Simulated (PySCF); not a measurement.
# One shape, several levels: AlBH2OF2 (SMILES O[B](F)[AlH][F])

Wanted: a comparison of 6 runs (HF/3-21G, B3LYP/STO-3G, B3LYP/6-31G*, wB97X/6-311+G**, M06-2X/cc-pVTZ, MP2/6-311+G**) of AlBH2OF2. The job is set up through a Python script.

Program for the calculation: PySCF 2.14.0.

## 1. The system as given

The species is AlBH2OF2 (7 atoms), meant as a singlet with charge 0. As SMILES, `O[B](F)[AlH][F]`. Geometry: relaxed at PBE0-D4/def2-TZVP. This is one conformer, not always the lowest.

Bond lengths: O1–B2 1.351 Å, B2–F3 1.331 Å, B2–Al4 2.153 Å, Al4–F5 1.661 Å, O1–H6 0.961 Å, Al4–H7 1.580 Å. Angles: O1–B2–F3 115.5°, O1–B2–Al4 122.4°, F3–B2–Al4 122.1°, B2–Al4–F5 111.0°, B2–O1–H6 113.4°, B2–Al4–H7 132.2°, F5–Al4–H7 116.8°.

## 2. Energy and gradient at HF/3-21G (run 1)

Contents of run.py:

```python
from pyscf import gto

system = gto.M(
    atom='''
O      0.462300    -0.166500     1.769000
B      0.511800    -0.675600     0.519100
F      1.170800    -1.824800     0.394500
Al    -0.411500     0.301600    -1.162100
F     -1.152700     1.713100    -0.697800
H     -0.019900     0.662300     1.825000
H     -0.499600    -0.078200    -2.693300
''',
    max_memory=1860,
    basis='3-21g',
    verbose=4,
)

mf = system.RHF()
mf.conv_tol = 1e-10
mf.kernel()
if not mf.converged:
    mf = mf.newton().run(mf.mo_coeff, mf.mo_occ)

etot = mf.e_tot
print('E(%s) = %.9f' % ('HF', etot))
grad = mf.nuc_grad_method().kernel()
dip = mf.dip_moment()
pop, q = mf.mulliken_pop()
```

Command:

```console
$ OMP_NUM_THREADS=1 python run.py
```

The log of the run:

```text
PySCF version 2.14.0

[... 63 lines left out ...]
converged SCF energy = -538.7269468191
[... 14 lines left out ...]
Dipole moment(X, Y, Z, Debye): -0.62218,  0.78314, -0.73536
[... 61 lines left out ...]
charge of    6H =     -0.26350
```

It took 2.7 s on 1 thread of Intel Xeon at 2.70GHz, shared host; peak memory 0.12 GiB.

## 3. Energy and forces at B3LYP/STO-3G (run 2)

Contents of input.xyz:

```xyz
7
AlBF2H2O
O      0.462300    -0.166500     1.769000
B      0.511800    -0.675600     0.519100
F      1.170800    -1.824800     0.394500
Al    -0.411500     0.301600    -1.162100
F     -1.152700     1.713100    -0.697800
H     -0.019900     0.662300     1.825000
H     -0.499600    -0.078200    -2.693300
```

Contents of input.py:

```python
import pyscf.grad
from pyscf import gto, dft

mol = gto.M(
    atom='input.xyz',
    verbose=3,
    charge=0,
    basis='sto-3g',
    max_memory=1860,
)

myscf = dft.RKS(mol, xc='b3lyp')
myscf.grids.level = 5
myscf.conv_tol = 1e-10
myscf.kernel()
if not myscf.converged:
    myscf = myscf.newton().run(myscf.mo_coeff, myscf.mo_occ)

energy = myscf.e_tot
print(f'total energy: {energy:.8f} hartree')
grad = myscf.Gradients().kernel()
dip = myscf.dip_moment()
pop, q = myscf.mulliken_pop()
```

Command:

```console
$ OMP_NUM_THREADS=1 python input.py
```

The log of the run:

```text
converged SCF energy = -536.316657589537
total energy: -536.31665759 hartree
--------------- RKS gradients ---------------
         x                y                z
0 O    -0.0341884516     0.0481356304    -0.0271915226
1 B     0.0155228852    -0.0076274093     0.0539008374
2 F    -0.0021668793     0.0018525093    -0.0052453496
3 Al    -0.0032676458     0.0043417900    -0.0032209395
4 F    -0.0055458414     0.0120799257     0.0077616102
5 H     0.0309825636    -0.0518553760     0.0005375945
6 H    -0.0013186159    -0.0069216053    -0.0265349884
----------------------------------------------
Dipole moment(X, Y, Z, Debye): -0.42505,  0.77053,  0.17684
 ** Mulliken pop  **
pop of  0 O 1s            1.99681
pop of  0 O 2s            1.81332
pop of  0 O 2px           1.59580
pop of  0 O 2py           1.33364
pop of  0 O 2pz           1.58326
pop of  1 B 1s            1.98864
pop of  1 B 2s            1.00218
pop of  1 B 2px           0.60253
pop of  1 B 2py           0.58690
pop of  1 B 2pz           0.72989
pop of  2 F 1s            1.99855
pop of  2 F 2s            1.93687
pop of  2 F 2px           1.70068
pop of  2 F 2py           1.59308
pop of  2 F 2pz           1.89963
pop of  3 Al 1s           1.99941
pop of  3 Al 2s           1.97876
pop of  3 Al 3s           1.11891
pop of  3 Al 2px          1.92309
pop of  3 Al 2py          1.92848
pop of  3 Al 2pz          1.93188
pop of  3 Al 3px          0.35142
pop of  3 Al 3py          0.43239
pop of  3 Al 3pz          0.66631
pop of  4 F 1s            1.99912
pop of  4 F 2s            1.96078
pop of  4 F 2px           1.77193
pop of  4 F 2py           1.64319
pop of  4 F 2pz           1.90726
pop of  5 H 1s            0.77475
pop of  6 H 1s            1.25055
 ** Mulliken atomic charges  **
charge of    0O =     -0.32282
charge of    1B =      0.08987
charge of    2F =     -0.12881
charge of    3Al =      0.66934
charge of    4F =     -0.28227
charge of    5H =      0.22525
charge of    6H =     -0.25055
```

It took 11 s on 1 thread of Intel Xeon at 2.70GHz, shared host; peak memory 0.38 GiB.

## 4. Energy and gradient at B3LYP/6-31G(d) (Cartesian functions) (run 3)

Contents of job.py:

```python
from pyscf import gto, dft

mol = gto.Mole()
mol.atom = [
    ('O', (0.462300, -0.166500, 1.769000)),
    ('B', (0.511800, -0.675600, 0.519100)),
    ('F', (1.170800, -1.824800, 0.394500)),
    ('Al', (-0.411500, 0.301600, -1.162100)),
    ('F', (-1.152700, 1.713100, -0.697800)),
    ('H', (-0.019900, 0.662300, 1.825000)),
    ('H', (-0.499600, -0.078200, -2.693300)),
]
mol.cart = True
mol.max_memory = 1860
mol.spin = 0
mol.basis = '6-31g*'
mol.verbose = 4
mol.build()

calc0 = dft.RKS(mol, xc='b3lyp')
calc0.grids.level = 5
calc0.conv_tol = 1e-10
calc0.kernel()
if not calc0.converged:
    calc0 = calc0.newton().run(calc0.mo_coeff, calc0.mo_occ)

etot = calc0.e_tot
print('Final energy', etot)
grad = calc0.nuc_grad_method().kernel()
calc0.analyze()
```

Command:

```console
$ OMP_NUM_THREADS=1 python job.py
```

The log of the run:

```text
PySCF version 2.14.0

[... 105 lines left out ...]
MO #3   energy= -24.6606745245382  occ= 2
[... 15 lines left out ...]
MO #19  energy= -0.397961144252177 occ= 2
[... 15 lines left out ...]
MO #35  energy= 0.363985464392937  occ= 0
[... 15 lines left out ...]
MO #51  energy= 1.20572551534769   occ= 0
[... 15 lines left out ...]
MO #67  energy= 1.88145094424217   occ= 0
[... 15 lines left out ...]
MO #83  energy= 4.55995652773926   occ= 0
[... 93 lines left out ...]
Dipole moment(X, Y, Z, Debye): -0.37648,  0.60007, -0.07066
```

It took 36 s on 1 thread of Intel Xeon at 2.70GHz, shared host; peak memory 0.81 GiB.

Runs 4 to 5 aren't shown in full; the table further down has their settings and results.

## 5. Energy and gradient at MP2/6-311+G(d,p) (run 6)

Contents of input.py:

```python
# O[B](F)[AlH][F]
import pyscf.grad
from pyscf import gto, mp

mol = gto.M(
    atom='''
O      0.462300    -0.166500     1.769000
B      0.511800    -0.675600     0.519100
F      1.170800    -1.824800     0.394500
Al    -0.411500     0.301600    -1.162100
F     -1.152700     1.713100    -0.697800
H     -0.019900     0.662300     1.825000
H     -0.499600    -0.078200    -2.693300
''',
    spin=0,
    verbose=3,
    max_memory=1860,
    basis='6-311+g**',
)

mf = mol.RHF()
mf.conv_tol = 1e-10
mf.kernel()
if not mf.converged:
    mf = mf.newton().run(mf.mo_coeff, mf.mo_occ)

pt = mp.MP2(mf, frozen=9).run()
e_tot = pt.e_tot
print('Final energy', e_tot)
grad = pt.Gradients().kernel()
dip = mf.dip_moment()
pop, q = mf.mulliken_pop()
```

Command:

```console
$ OMP_NUM_THREADS=1 python input.py
```

The log of the run:

```text
converged SCF energy = -541.773829377179
[... 2 lines left out ...]
Final energy -542.5366560997187
[... 10 lines left out ...]
Dipole moment(X, Y, Z, Debye): -0.50036,  0.57282, -0.75168
[... 138 lines left out ...]
charge of    6H =     -0.20603
```

It took 43 s on 1 thread of Intel Xeon at 2.70GHz, shared host; peak memory 1.9 GiB.

## 6. Overview of the runs

```
run                               level  integration grid  Cartesian functions  energy (Eh)  dipole moment (D) of the reference  HOMO energy (eV)  LUMO energy (eV)  wall time
  1                            HF/3-21G                 –                   no  -538.726947                                1.24            -10.92              0.75      2.7 s
  2                        B3LYP/STO-3G                 5                   no  -536.316658                                0.90             -3.01              3.40       11 s
  3  B3LYP/6-31G* (Cartesian functions)                 5                  yes  -543.553767                                0.71             -7.43             -2.02       36 s
  4                     wB97X/6-311+G**                 5                   no  -543.585281                                0.85            -10.46             -0.28    1.7 min
  5                      M06-2X/cc-pVTZ                 5                   no  -543.575700                                0.80             -9.18             -1.46    2.5 min
  6                       MP2/6-311+G**                 –                   no  -542.536656                                1.07            -11.23              0.30       43 s
```

## 7. Outcome

| quantity | value |
| --- | --- |
| run 6: total energy | -542.53666 Eh |
| run 6: dipole moment (Hartree–Fock density) | 1.07 D |
| run 6: HOMO energy (Hartree–Fock orbitals) | -11.23 eV |
| run 6: LUMO energy (Hartree–Fock orbitals) | 0.30 eV |
| run 6: HOMO–LUMO gap (Hartree–Fock orbitals) | 11.53 eV |
| run 6: correlation energy (9 core orbitals frozen) | -762.8 mEh |
| run 6: largest force on an atom | 0.956 eV/Å |

Over runs 1, 2, 3, 4, 5 the dipole moment (its size) runs from 0.71 D (B3LYP/6-31G*) to 1.24 D (HF/3-21G). The two ends differ in method and basis. Over runs 1, 2, 3, 4, 5 the HOMO–LUMO gap runs from 5.41 eV (B3LYP/6-31G*) to 11.66 eV (HF/3-21G). Totals of different functionals can't be ranked against each other. In run 2 the basis is minimal, so the values are rough. All runs together took 5.7 min, the longest 2.5 min.
